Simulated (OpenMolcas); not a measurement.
# One shape, several levels: CH7AlOSi (SMILES [CH3][AlH][O][SiH3])

We compute a comparison of 6 runs (HF/STO-3G, HF/3-21G, BHLYP/cc-pVDZ, BLYP/cc-pVDZ, M06-2X/cc-pVDZ, CCSD(T)/cc-pVDZ) of CH7AlOSi. 

The calculation is run with OpenMolcas 26.06.

## Step 1: Starting point

The species is CH7AlOSi (11 atoms), meant as a singlet with charge 0. As SMILES, `[CH3][AlH][O][SiH3]`. The coordinates come from a PBE0-D4/def2-TZVP relaxation. This is one conformer, not always the lowest.

Bond lengths: C1–Al2 1.942 Å, Al2–O3 1.688 Å, O3–Si4 1.621 Å, C1–H5 1.093 Å, C1–H6 1.096 Å, C1–H7 1.094 Å, Al2–H8 1.582 Å, Si4–H9 1.488 Å, Si4–H10 1.489 Å, Si4–H11 1.488 Å. Some angles: C1–Al2–O3 119.8°, Al2–O3–Si4 169.7°, C1–Al2–H8 124.0°, O3–Al2–H8 116.2°, Al2–C1–H5 112.4°, Al2–C1–H6 110.3°, Al2–C1–H7 111.7°, O3–Si4–H9 110.1°, O3–Si4–H10 110.8°, O3–Si4–H11 110.2°.

## Step 2: Energy and gradient at HF/STO-3G (run 1)

Input file mol.input:

```
&GATEWAY
  BasLib=$CurrDir
  Coord
  11
  angstrom
  C       -1.516100       1.536800      -0.427400
  Al      -1.148200      -0.171900       0.419400
  O        0.407500      -0.823300       0.350400
  Si       1.960700      -1.220800       0.113400
  H       -0.796600       1.774200      -1.214900
  H       -1.467000       2.345400       0.310900
  H       -2.521600       1.566500      -0.857000
  H       -2.226500      -1.018100       1.209700
  H        2.731500      -1.046600       1.374000
  H        2.573500      -0.359900      -0.936300
  H        2.068100      -2.639400      -0.321500
  Basis=STO-3G
  Group=NoSym

&SEWARD

&SCF
  Thresholds=1e-10 1e-07 1e-07 1e-05
  PrOrbitals=1 1

&ALASKA
```

The basis set STO-3G is read from a file made from the Basis Set Exchange's data (not shown).

Launch:

```bash
$ export MOLCAS_MEM=1860
$ pymolcas mol.input > mol.log
```

What it wrote:

```text
--- Start Module: gateway ---
[...]
--- Stop Module: gateway /rc=_RC_ALL_IS_WELL_ ---
[...]
      Basis functions           35
[...]
--- Start Module: scf ---
[...]
       Convergence after  11 Iterations
[...]
::    Total SCF energy                               -640.0080006570
[...]
      Total spin, S                                     0.0000000000
[...]
      Total electronic charge=   48.000000
      Total            charge=   -0.000000
[...]
      Dipole Moment (debye):
      Origin of the operator (angstrom)=    0.1396   -0.3654    0.1614
                   X= -3.6412E-01               Y=  1.7010E-01               Z= -1.9996E-02           Total=  4.0238E-01
      Quadrupole Moment (debye*angstrom):
[...]
--- Stop Module: scf /rc=_RC_ALL_IS_WELL_ ---
--- Start Module: alaska ---
[...]
 *              Molecular gradients               *
 **************************************************
  Irreducible representation: a
 ------------------------------------------------------------------------------------------
                              X                       Y                       Z
 ------------------------------------------------------------------------------------------
  C1               -2.08128230784688E-03    1.16293042710618E-02   -1.05763287103384E-02
  AL2              -2.02276882754635E-02    2.97881892820283E-02   -1.11138949288074E-02
  O3                4.34672598960508E-02   -1.66368580586980E-02   -2.77255824133693E-03
  SI4              -1.48551850968737E-02    6.62118575042392E-04    4.17213570059749E-03
  H5                7.47333820151486E-03    1.07754655767422E-03   -5.53472667579236E-03
  H6                1.98835119855773E-04    6.83093798317724E-03    8.11107487688467E-03
  H7               -9.88519899326690E-03   -4.18479465869925E-04   -1.86976382689719E-03
  H8               -3.13351795133641E-02   -2.63361963969460E-02    2.39774884638324E-02
[...]
--- Stop Module: alaska /rc=_RC_ALL_IS_WELL_ ---
[...]
```

Run time: 1.4 s. Hardware: 1 thread of Intel Xeon 6975P-C (Granite Rapids), shared host; peak memory 0.37 GiB.

## Step 3: Energy and forces at HF/3-21G (run 2)

Input file coord.xyz:

```xyz
11

C     -1.516100     1.536800    -0.427400
Al    -1.148200    -0.171900     0.419400
O      0.407500    -0.823300     0.350400
Si     1.960700    -1.220800     0.113400
H     -0.796600     1.774200    -1.214900
H     -1.467000     2.345400     0.310900
H     -2.521600     1.566500    -0.857000
H     -2.226500    -1.018100     1.209700
H      2.731500    -1.046600     1.374000
H      2.573500    -0.359900    -0.936300
H      2.068100    -2.639400    -0.321500
```

Input file calc.inp:

```
&GATEWAY
  BasLib=$CurrDir
  Coord=coord.xyz
  Basis=3-21G
  Group=NoSym

&SEWARD

&SCF
  Thresholds=1e-10 1e-07 1e-07 1e-05
  PrOrbitals=1 2

&ALASKA
```

The basis set 3-21G is read from a file made from the Basis Set Exchange's data (not shown).

Launch:

```bash
$ export MOLCAS_MEM=1860
$ pymolcas calc.inp > calc.log
```

What it wrote:

```text
--- Start Module: gateway ---
[...]
--- Stop Module: gateway /rc=_RC_ALL_IS_WELL_ ---
[...]
      Basis functions           58
[...]
--- Start Module: scf ---
[...]
       Convergence after  12 Iterations
[...]
::    Total SCF energy                               -644.2612008417
[...]
      Total spin, S                                     0.0000000000
[...]
      Total electronic charge=   48.000000
      Total            charge=   -0.000000
[...]
      Dipole Moment (debye):
      Origin of the operator (angstrom)=    0.1396   -0.3654    0.1614
                   X= -2.8605E-01               Y=  7.9470E-01               Z= -3.7132E-01           Total=  9.2263E-01
      Quadrupole Moment (debye*angstrom):
[...]
--- Stop Module: scf /rc=_RC_ALL_IS_WELL_ ---
--- Start Module: alaska ---
[...]
 *              Molecular gradients               *
 **************************************************
  Irreducible representation: a
 ------------------------------------------------------------------------------------------
                              X                       Y                       Z
 ------------------------------------------------------------------------------------------
  C1                4.51694390691681E-03   -1.37456437357946E-02    5.38050333903772E-03
  AL2              -8.68440327830022E-03    1.24996987698638E-02   -4.35941341097967E-03
  O3                2.56679482459798E-02   -1.06475019765058E-02   -8.32634440488533E-04
  SI4              -1.77347409944026E-02    7.66121533424258E-03   -1.71895095591124E-04
  H5                3.40788357560262E-03    3.34680714305424E-04   -2.62994251232795E-03
  H6               -6.65154821922476E-05    1.85609963519617E-03    3.23709725148880E-03
  H7               -4.07001897471382E-03   -4.56620046976552E-04   -7.16297748308392E-04
  H8                3.77961346504918E-03    1.51956378864737E-03   -1.88434301360241E-03
[...]
--- Stop Module: alaska /rc=_RC_ALL_IS_WELL_ ---
[...]
```

It took 2 s on 1 thread of Intel Xeon 6975P-C (Granite Rapids), shared host; peak memory 0.39 GiB.

## Step 4: Energy and gradient at BHLYP/cc-pVDZ (run 3)

Input file run.input:

```
&GATEWAY
BasLib = $CurrDir
Coord
11
angstrom
C       -1.516100       1.536800      -0.427400
Al      -1.148200      -0.171900       0.419400
O        0.407500      -0.823300       0.350400
Si       1.960700      -1.220800       0.113400
H       -0.796600       1.774200      -1.214900
H       -1.467000       2.345400       0.310900
H       -2.521600       1.566500      -0.857000
H       -2.226500      -1.018100       1.209700
H        2.731500      -1.046600       1.374000
H        2.573500      -0.359900      -0.936300
H        2.068100      -2.639400      -0.321500
Basis = cc-pVDZ
Group = NoSym
&SEWARD
GridInput
Grid=UltraFine
End of Grid
&SCF
KSDFT = HYB_GGA_XC_BHANDHLYP
Thresholds = 1e-10 1e-07 1e-07 1e-05
PrOrbitals = 1 1
&ALASKA
```

The basis set cc-pVDZ is read from a file made from the Basis Set Exchange's data (not shown).

Launch:

```bash
$ export MOLCAS_MEM=1860
$ pymolcas run.input > run.log
```

What it wrote:

```text
--- Start Module: gateway ---
[...]
--- Stop Module: gateway /rc=_RC_ALL_IS_WELL_ ---
[...]
      Basis functions           99
[...]
--- Start Module: scf ---
[...]
       Convergence after  12 Iterations
[...]
::    Total KS-DFT energy                            -649.4781066750
[...]
      Total spin, S                                     0.0000000000
[...]
      Total electronic charge=   48.000000
      Total            charge=   -0.000000
[...]
      Dipole Moment (debye):
      Origin of the operator (angstrom)=    0.1396   -0.3654    0.1614
                   X= -5.8218E-01               Y=  9.0421E-01               Z= -3.4746E-01           Total=  1.1302E+00
      Quadrupole Moment (debye*angstrom):
[...]
--- Stop Module: scf /rc=_RC_ALL_IS_WELL_ ---
[...]
--- Start Module: alaska ---
[...]
 *              Molecular gradients               *
 **************************************************
  Irreducible representation: a
 ------------------------------------------------------------------------------------------
                              X                       Y                       Z
 ------------------------------------------------------------------------------------------
  C1                3.91831698854261E-04   -9.81136713636310E-04    7.29489431972485E-04
  AL2               1.50142417438008E-02   -3.00355387537410E-03   -2.65745231301029E-03
  O3                7.96172791614413E-03    4.97405264008322E-05   -2.50685940427298E-03
  SI4              -2.25589822540240E-02    6.09973395168684E-03    3.15378805510091E-03
  H5               -9.12106390137168E-04   -3.42826829181186E-04    1.01369213417613E-03
  H6               -6.70279264481100E-05   -9.66480629009947E-04   -1.10546702994352E-03
  H7                1.28252889636604E-03   -1.94224215967487E-05    5.73555905666101E-04
  H8               -9.14445711224676E-04   -8.28111367142004E-04    7.01377646455725E-04
[...]
--- Stop Module: alaska /rc=_RC_ALL_IS_WELL_ ---
[...]
```

It took 34 s on 1 thread of Intel Xeon 6975P-C (Granite Rapids), shared host; peak memory 0.55 GiB.

Runs 4 to 5 aren't shown in full; the table further down has their settings and results.

## Step 5: The energy at CCSD(T)/cc-pVDZ (Cholesky decomposition) (run 6)

Input file calc.input:

```
* CH7AlOSi CCSD(T)

&GATEWAY
  BasLib = $CurrDir
  Coord
  11
  angstrom
  C       -1.516100       1.536800      -0.427400
  Al      -1.148200      -0.171900       0.419400
  O        0.407500      -0.823300       0.350400
  Si       1.960700      -1.220800       0.113400
  H       -0.796600       1.774200      -1.214900
  H       -1.467000       2.345400       0.310900
  H       -2.521600       1.566500      -0.857000
  H       -2.226500      -1.018100       1.209700
  H        2.731500      -1.046600       1.374000
  H        2.573500      -0.359900      -0.936300
  H        2.068100      -2.639400      -0.321500
  Basis = cc-pVDZ
  Group = NoSym

&SEWARD
  High

&SCF
  Thresholds = 1e-10 1e-07 1e-07 1e-05
  PrOrbitals = 0

&CHCC
  Frozen = 12
  Threshold = 1e-08
  MaxIterations = 80

&CHT3
  Frozen = 12
```

The basis set cc-pVDZ is read from a file made from the Basis Set Exchange's data (not shown).

Launch:

```bash
$ export MOLCAS_MEM=1860
$ pymolcas calc.input > calc.log
```

What it wrote:

```text
--- Start Module: gateway ---
[...]
--- Stop Module: gateway /rc=_RC_ALL_IS_WELL_ ---
[...]
      Basis functions           99
[...]
       Convergence after  13 Iterations
[...]
::    Total SCF energy                               -647.7493380564
[...]
      Total spin, S                                     0.0000000000
[...]
      Total electronic charge=   48.000000
      Total            charge=   -0.000000
[...]
      Dipole Moment (debye):
      Origin of the operator (angstrom)=    0.1396   -0.3654    0.1614
                   X= -6.0600E-01               Y=  8.9421E-01               Z= -3.4587E-01           Total=  1.1342E+00
      Quadrupole Moment (debye*angstrom):
[...]
--- Start Module: chcc ---
[...]
--- Stop Module: chcc /rc=_RC_ALL_IS_WELL_ ---
[...]
--- Start Module: cht3 ---
[...]
--- Stop Module: cht3 /rc=_RC_ALL_IS_WELL_ ---
[...]
```

Wall time 1.8 min (1 thread of Intel Xeon 6975P-C (Granite Rapids), shared host); peak memory 0.14 GiB.

## Step 6: All runs side by side

```
run                                     level  integration grid  integral approximation  energy (Eh)  dipole moment (D) of the reference  HOMO energy (eV)  LUMO energy (eV)  wall time
  1                                 HF/STO-3G                 –                    none  -640.008001                                0.40             -7.49              9.56      1.4 s
  2                                  HF/3-21G                 –                    none  -644.261201                                0.92            -10.78              2.24        2 s
  3                             BHLYP/cc-pVDZ         UltraFine                    none  -649.478107                                1.13             -9.04              0.13       34 s
  4                              BLYP/cc-pVDZ         UltraFine                    none  -649.475113                                1.13             -6.34             -1.30       38 s
  5                            M06-2X/cc-pVDZ         UltraFine                    none  -649.437027                                1.14             -9.01             -0.06       50 s
  6  CCSD(T)/cc-pVDZ (Cholesky decomposition)                 –                 CD high  -648.309782                                1.13            -11.02              2.07    1.8 min
```

## Step 7: Results

```
                                           quantity          value
                                run 6: total energy  -648.30978 Eh
          run 6: dipole moment (mean-field density)         1.13 D
         run 6: HOMO energy (Hartree–Fock orbitals)      -11.02 eV
         run 6: LUMO energy (Hartree–Fock orbitals)        2.07 eV
       run 6: HOMO–LUMO gap (Hartree–Fock orbitals)       13.08 eV
run 6: correlation energy (12 core orbitals frozen)     -560.4 mEh
                              run 6: (T) correction     -12.44 mEh
```

In words: Over runs 1, 2, 3, 4, 5 the dipole moment (its size) runs from 0.40 D (HF/STO-3G) to 1.14 D (M06-2X/cc-pVDZ). The two ends differ in method and basis. Over runs 1, 2, 3, 4, 5 the HOMO–LUMO gap runs from 5.04 eV (BLYP/cc-pVDZ) to 17.04 eV (HF/STO-3G). Totals of different functionals can't be ranked against each other. In run 1 the basis is minimal, so the values are rough. All runs together took 3.9 min, the longest 1.8 min.
